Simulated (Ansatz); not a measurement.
# Al8V5Cu7: the cost of one run

Method: DFT PBE, scalar-relativistic, plane waves, PAW, in Ansatz 0.2.0.

### Step 1. The structure to begin with

The cell holds 20 atoms (Al8Cu7V5): a = 7.187 Å, b = 7.187 Å, c = 7.187 Å, α = 106.60°, β = 106.60°, γ = 115.38°.

The sites of an ideal fcc lattice, at a guessed lattice constant, take 7 Cu, 8 Al, 5 V (sublattices apart by semicolons), with a shake of 0.02 Å. Warren-Cowley parameters of the first shell (negative: unlike neighbours preferred): Al-Cu -0.04, Al-V -0.04, Cu-V +0.00. In a cell this small the draw can fall short of the order aimed at.

Its coordinates follow in the input file.

### Step 2. Relaxation without symmetry, coarse mesh

A cheap relaxation: coarse mesh, no symmetry, loose thresholds.

input.yaml reads:

```yaml
crystal:
  lattice:
    - [-5.76260625, 3.8417375, 1.92086875]
    - [5.76260625, 3.8417375, -1.92086875]
    - [-1.92086875, -3.8417375, -5.76260625]
  atoms:
    - { symbol: Al, position: [0.1001300038, 0.7001795195, 0.7973982484] }
    - { symbol: Al, position: [0.6029347014, 0.2045258193, 0.7998982196] }
    - { symbol: Al, position: [0.6528235836, 0.5500944274, 0.7016198875] }
    - { symbol: Al, position: [0.6971237025, 0.9004985039, 0.5965391515] }
    - { symbol: Al, position: [0.3475356361, 0.4505611708, 0.2955656679] }
    - { symbol: Al, position: [0.3933909745, 0.7970398248, 0.1992171019] }
    - { symbol: Al, position: [0.9970501253, 0.0009938127, 0.0029655945] }
    - { symbol: Al, position: [0.4477234414, 0.1472719412, 0.1017683923] }
    - { symbol: V, position: [0.0442155538, 0.3486564322, 0.8952583799] }
    - { symbol: V, position: [0.7474674694, 0.2488676223, 0.495709689] }
    - { symbol: V, position: [0.8031446483, 0.5987960896, 0.3974116263] }
    - { symbol: V, position: [0.8463768291, 0.9454099678, 0.2937617802] }
    - { symbol: V, position: [0.5025103908, 0.5043935873, 0.0002538346] }
    - { symbol: Cu, position: [0.547828069, 0.850259711, 0.898091709] }
    - { symbol: Cu, position: [0.1470933004, 0.0440629409, 0.6979571384] }
    - { symbol: Cu, position: [0.2033692176, 0.4026427481, 0.59945253] }
    - { symbol: Cu, position: [0.2548242889, 0.7500741584, 0.4993493201] }
    - { symbol: Cu, position: [0.3012518552, 0.1011905318, 0.3987247428] }
    - { symbol: Cu, position: [0.9005351792, 0.3006661076, 0.2012612028] }
    - { symbol: Cu, position: [0.9478171595, 0.6497700715, 0.0976139384] }
  symmetry: { detect: false }
basis:
  ecutwfc: 420
kpoints:
  mp_grid: { grid: [2, 2, 2], shift: [0.5, 0.5, 0.5] }
hamiltonian:
  xc: pbe
scf:
  occupations: { method: gaussian, width: 0.1 }
  lower_state_search: "off"
output:
  forces: true
  stress: true
  eigenvalues: true
relax:
  adjacent_minimum: "off"
  f_tol: 0.04
  max_steps: 50
  cell: { stress_tol: 0.3 }
```

Run with:

```console
> ansatz run input.yaml --threads 4 --pin off --max-ram 9216MiB --backend cpu --events-out ev --progress --plain --runs-dir out
```

Q: Estimate wall time and peak memory on 4 threads of Arm Neoverse V1, shared host.

About 94 s, with a peak of 1 GiB.
